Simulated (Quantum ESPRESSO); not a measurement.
# SnSe2 in Quantum ESPRESSO: work function with PBEsol

Aim: the work function of SnSe2 with PBEsol.

Everything below comes from runs of Quantum ESPRESSO 7.5. Logs are shortened: lines on timing, memory, paths and dates and some standing lists are left out, and cuts for length are marked.

## 1. Starting point

The cell holds a slab with vacuum, 12 atoms: a = 7.622 Å, b = 7.622 Å, c = 21.872 Å, α = 90.00°, β = 90.00°, γ = 120.00°.

## 2. Work function, PBEsol, slab alone

Input file pw.in:

```
&CONTROL
  calculation = 'scf'
  prefix = 'pwscf'
  outdir = './tmp'
  pseudo_dir = './pseudo'
  tprnfor = .true.
  disk_io = 'low'
/
&SYSTEM
  ibrav = 0
  celldm(1) = 8
  nat = 12
  ntyp = 2
  ecutwfc = 61
  ecutrho = 305
  nbnd = 67
  occupations = 'smearing'
  smearing = 'gaussian'
  degauss = 0.00999582
/
&ELECTRONS
  conv_thr = 1.2d-08
  electron_maxstep = 150
  mixing_beta = 0.3
  mixing_mode = 'local-TF'
  tqr = .true.
/
ATOMIC_SPECIES
Se    78.9710 se_pbesol_v1.uspp.F.UPF
Sn   118.7100 sn_pbesol_v1.4.uspp.F.UPF
CELL_PARAMETERS alat
  1.8004359896032  -0.0000000000000   0.0000000000000
 -0.9002179948250   1.5592233048977   0.0000000000000
  0.0000000000000   0.0000000000000   5.1664167384206
ATOMIC_POSITIONS crystal
Se     0.3333333334    0.1666666667    0.3657711370
Se     0.3333333333    0.6666666667    0.3657711370
Se     0.8333333334    0.1666666667    0.3657711370
Se     0.8333333333    0.6666666667    0.3657711370
Sn     0.0000000000    0.0000000000    0.4359191829
Sn     0.0000000000    0.5000000000    0.4359191829
Sn     0.5000000000    0.0000000000    0.4359191829
Sn     0.5000000000    0.5000000000    0.4359191829
Se     0.1666666666    0.3333333333    0.5060672287
Se     0.1666666666    0.8333333333    0.5060672287
Se     0.6666666666    0.3333333333    0.5060672287
Se     0.6666666666    0.8333333333    0.5060672287
K_POINTS automatic
2 2 1 0 0 0
```

Input file pp_density.in:

```
&INPUTPP
  prefix = 'pwscf'
  outdir = './tmp'
  filplot = 'density.dat'
  plot_num = 0
/
&PLOT
  nfile = 1
  filepp(1) = 'density.dat'
  iflag = 3
  output_format = 6
  fileout = 'density.cube'
/
```

Input file pp_potential.in:

```
&INPUTPP
  prefix = 'pwscf'
  outdir = './tmp'
  filplot = 'potential.dat'
  plot_num = 11
/
&PLOT
  nfile = 1
  filepp(1) = 'potential.dat'
  iflag = 3
  output_format = 6
  fileout = 'potential.cube'
/
```

Potentials or basis: GBRV 1.5 PBEsol.

Run with:

```bash
$ OMP_NUM_THREADS=1 mpirun -n 4 pw.x -in pw.in > pw.out
$ OMP_NUM_THREADS=1 mpirun -n 1 pp.x -in pp_density.in > pp_density.out
$ OMP_NUM_THREADS=1 mpirun -n 1 pp.x -in pp_potential.in > pp_potential.out
```

pw.out:

```text
This program is part of the open-source Quantum ESPRESSO suite
     for quantum simulation of materials; please cite
         "P. Giannozzi et al., J. Phys.:Condens. Matter 21 395502 (2009);
         "P. Giannozzi et al., J. Phys.:Condens. Matter 29 465901 (2017);
         "P. Giannozzi et al., J. Chem. Phys. 152 154105 (2020);
     in publications or presentations arising from this work. More details at

     Found identity + ( -0.0000  0.5000  0.0000) symmetry
     This is a supercell, fractional translations are disabled
     Message from routine setup:
     using ibrav=0 with symmetry is DISCOURAGED, use correct ibrav instead

     Subspace diagonalization in iterative solution of the eigenvalue problem:
     a serial algorithm will be used

     --------------------
     sticks:   dense  smooth     PW     G-vecs:    dense   smooth      PW
     Min        1089     869    232               166933   119461   16429
     Max        1090     873    234               166940   119465   16436
     Sum        4357    3481    931               667741   477853   65729

     Using Slab Decomposition

     bravais-lattice index     =            0
     lattice parameter (alat)  =       8.0000  a.u.
     unit-cell volume          =    7425.8368 (a.u.)^3
     number of atoms/cell      =           12
     number of atomic types    =            2
     number of electrons       =       104.00
     number of Kohn-Sham states=           67
     kinetic-energy cutoff     =      61.0000  Ry
     charge density cutoff     =     305.0000  Ry
     scf convergence threshold =      1.2E-08
     mixing beta               =       0.3000
     number of iterations used =            8  local-TF  mixing
     Exchange-correlation= SLA  PW   PSX  PSC
                           (   1   4  10   8   0   0   0)

     celldm(1)=   8.000000  celldm(2)=   0.000000  celldm(3)=   0.000000
     celldm(4)=   0.000000  celldm(5)=   0.000000  celldm(6)=   0.000000

     crystal axes: (cart. coord. in units of alat)
               a(1) = (   1.800436  -0.000000   0.000000 )
               a(2) = (  -0.900218   1.559223   0.000000 )
               a(3) = (   0.000000   0.000000   5.166417 )

     reciprocal axes: (cart. coord. in units 2 pi/alat)
               b(1) = (  0.555421  0.320672 -0.000000 )
               b(2) = (  0.000000  0.641345 -0.000000 )
               b(3) = ( -0.000000 -0.000000  0.193558 )

     PseudoPot. # 1 for Se read from file:
     se_pbesol_v1.uspp.F.UPF
     Pseudo is Ultrasoft + core correction, Zval =  6.0
     Generated by new atomic code, or converted to UPF format
     Using radial grid of  877 points,  6 beta functions with:
                l(1) =   0
                l(2) =   0
                l(3) =   1
                l(4) =   1
                l(5) =   2
[... 43 lines left out ...]
        k(    2) = (   0.0000000  -0.3206725   0.0000000), wk =   1.5000000

     Dense  grid:   667741 G-vectors     FFT dimensions: (  81,  81, 240)

     Smooth grid:   477853 G-vectors     FFT dimensions: (  72,  72, 216)
     Real space treatment of Q(r)

     Initializing real-space augmentation for DENSE grid
     Message from routine real_space_q:
     integrated real space q too different from target q
     Largest difference:   0.000268 for atom type # 2

     Initial potential from superposition of free atoms

     starting charge      99.9993, renormalised to     104.0000

     negative rho (up, down):  1.238E-03 0.000E+00
     Starting wfcs are   68 randomized atomic wfcs

     Self-consistent Calculation

     iteration #  1     ecut=    61.00 Ry     beta= 0.30
     Davidson diagonalization with overlap
     ethr =  1.00E-02,  avg # of iterations =  3.0

     negative rho (up, down):  7.538E-04 0.000E+00
[... 19 lines left out ...]
     total energy              =    -982.35551266 Ry
     estimated scf accuracy    <       0.04077409 Ry

     iteration #  4     ecut=    61.00 Ry     beta= 0.30
     Davidson diagonalization with overlap
     c_bands:  1 eigenvalues not converged
     ethr =  3.92E-05,  avg # of iterations = 16.0

     negative rho (up, down):  7.217E-04 0.000E+00

     total energy              =    -982.35561063 Ry
     estimated scf accuracy    <       0.01730955 Ry
[... 16 lines left out ...]
     total energy              =    -982.35214082 Ry
     estimated scf accuracy    <       0.00017167 Ry

     iteration #  7     ecut=    61.00 Ry     beta= 0.30
     Davidson diagonalization with overlap
     c_bands:  2 eigenvalues not converged
     ethr =  1.65E-07,  avg # of iterations = 14.0

     negative rho (up, down):  1.891E-03 0.000E+00

     total energy              =    -982.35214414 Ry
     estimated scf accuracy    <       0.00047804 Ry
[... 64 lines left out ...]
     iteration # 15     ecut=    61.00 Ry     beta= 0.30
     Davidson diagonalization with overlap
     ethr =  1.33E-11,  avg # of iterations =  6.5

     negative rho (up, down):  1.243E-03 0.000E+00

     End of self-consistent calculation

          k = 0.0000 0.0000 0.0000 ( 59689 PWs)   bands (ev):

   -23.7277 -23.7277 -23.7276 -23.6663 -23.6663 -23.6485 -23.6485 -23.6484
   -23.6388 -23.6388 -23.6388 -23.6333 -23.6157 -23.6157 -23.5947 -23.5947
   -23.5947 -23.5883 -23.5882 -23.5882 -16.3160 -14.7822 -14.6751 -14.6751
   -14.6750 -14.2075 -14.2075 -14.2075  -9.7430  -9.7430  -9.7430  -8.0559
    -7.1275  -7.1275  -7.1275  -4.9931  -4.9931  -4.9931  -4.8460  -4.8460
    -4.8460  -3.5541  -3.1942  -3.1942  -3.1942  -3.1200  -3.1200  -2.8797
    -2.8797  -2.8796  -2.6854  -2.6854  -1.7026  -1.7025  -1.7025  -0.8896
     0.4014   1.5483   1.5483   1.5483   2.0393   2.0393   2.9417   3.0901
     3.1324   3.1324   3.1324

          k = 0.0000-0.3207 0.0000 ( 59738 PWs)   bands (ev):

   -23.7051 -23.7051 -23.6957 -23.6957 -23.6672 -23.6672 -23.6525 -23.6525
   -23.6295 -23.6294 -23.6228 -23.6228 -23.6132 -23.6131 -23.6113 -23.6112
   -23.6071 -23.6070 -23.5924 -23.5924 -15.7158 -15.7158 -14.7704 -14.7704
   -14.4086 -14.4086 -14.1089 -14.1089  -9.5757  -9.5757  -8.5166  -8.5166
    -6.6147  -6.6147  -6.0282  -6.0282  -5.8415  -5.8415  -5.1079  -5.1079
    -4.4896  -4.4896  -4.3065  -4.3064  -3.7337  -3.7337  -3.2935  -3.2935
    -2.9710  -2.9709  -2.6486  -2.6486  -0.6188  -0.6188  -0.3866  -0.3866
     1.5961   1.5962   2.4215   2.4215   3.0250   3.0250   3.1105   3.1105
     3.3571   3.3571   3.6178

     the Fermi energy is    -2.1687 ev

!    total energy              =    -982.35224204 Ry
     estimated scf accuracy    <       0.00000001 Ry
     smearing contrib. (-TS)   =      -0.00000007 Ry
     internal energy E=F+TS    =    -982.35224198 Ry

     The total energy is F=E-TS. E is the sum of the following terms:
     one-electron contribution =   -3690.95831973 Ry
     hartree contribution      =    1871.09354297 Ry
     xc contribution           =    -405.88028223 Ry
     ewald contribution        =    1243.39281701 Ry

     convergence has been achieved in  15 iterations

     negative rho (up, down):  1.243E-03 0.000E+00

     Forces acting on atoms (cartesian axes, Ry/au):

     atom    1 type  1   force =     0.00000618    0.00000357   -0.01769510
     atom    2 type  1   force =     0.00000000    0.00000000   -0.01772385
     atom    3 type  1   force =    -0.00000618    0.00000357   -0.01769510
     atom    4 type  1   force =    -0.00000000   -0.00000714   -0.01769510
     atom    5 type  2   force =     0.00000000   -0.00000000    0.00008108
     atom    6 type  2   force =     0.00000548    0.00000316    0.00007247
     atom    7 type  2   force =    -0.00000000   -0.00000633    0.00007247
     atom    8 type  2   force =    -0.00000548    0.00000316    0.00007247
     atom    9 type  1   force =    -0.00000000    0.00000789    0.01762538
     atom   10 type  1   force =     0.00000683   -0.00000394    0.01762538
     atom   11 type  1   force =     0.00000000    0.00000000    0.01763452
     atom   12 type  1   force =    -0.00000683   -0.00000394    0.01762538

     Total force =     0.049964     Total SCF correction =     0.000112

=------------------------------------------------------------------------------=
   JOB DONE.
=------------------------------------------------------------------------------=
```

pp_potential.out:

```text
This program is part of the open-source Quantum ESPRESSO suite
     for quantum simulation of materials; please cite
         "P. Giannozzi et al., J. Phys.:Condens. Matter 21 395502 (2009);
         "P. Giannozzi et al., J. Phys.:Condens. Matter 29 465901 (2017);
         "P. Giannozzi et al., J. Chem. Phys. 152 154105 (2020);
     in publications or presentations arising from this work. More details at

     IMPORTANT: XC functional enforced from input :
     Exchange-correlation= PBESOL
                           (   1   4  10   8   0   0   0)
     Any further DFT definition will be discarded
     Please, verify this is what you really want

     G-vector sticks info
     --------------------
     sticks:   dense  smooth     PW     G-vecs:    dense   smooth      PW
     Sum        4357    3481    931               667741   477853   65729

     Using Slab Decomposition

     Initializing real-space augmentation for DENSE grid
     Message from routine real_space_q:
     integrated real space q too different from target q
     Largest difference:   0.000268 for atom type # 2

     negative rho (up, down):  1.243E-03 0.000E+00

     Calling punch_plot, plot_num =  11
     Writing data to file  potential.dat
     Reading data from file  potential.dat

     Writing data to be plotted to file potential.cube
     Plot Type: 3D                     Output format: Gaussian cube

=------------------------------------------------------------------------------=
   JOB DONE.
=------------------------------------------------------------------------------=
```

It took 2.1 min on 4 MPI ranks of Intel Xeon at 2.70GHz, shared host; peak memory 1.6 GiB.

What came out:

```
Free energy                            : -13365.5831 eV
Largest force                          : 0.456 eV/Å
Band gap on the k mesh                 : 0.95 eV
Ionisation potential of the upper face : 6.15 eV
Electron affinity of the upper face    : 5.20 eV
```

Forces on the atoms (eV/Å):
```
Se   0.000  0.000 -0.455
Se   0.000  0.000 -0.456
Se   0.000  0.000 -0.455
Se   0.000  0.000 -0.455
Sn   0.000  0.000  0.002
Sn   0.000  0.000  0.002
Sn   0.000  0.000  0.002
Sn   0.000  0.000  0.002
Se   0.000  0.000  0.453
Se   0.000  0.000  0.453
Se   0.000  0.000  0.453
Se   0.000  0.000  0.453
```

Caveat: the k mesh is coarse (spacing up to 0.48 Å⁻¹), so the values aren't converged; real space augmentation costs some meV and hundredths of eV per Å; ionisation potential and electron affinity come from Kohn-Sham levels, which understate the gap; spin-orbit coupling is left out, which moves the levels of the heavy elements; the cell's inner coordinates are idealised or old, which leaves forces on the atoms.
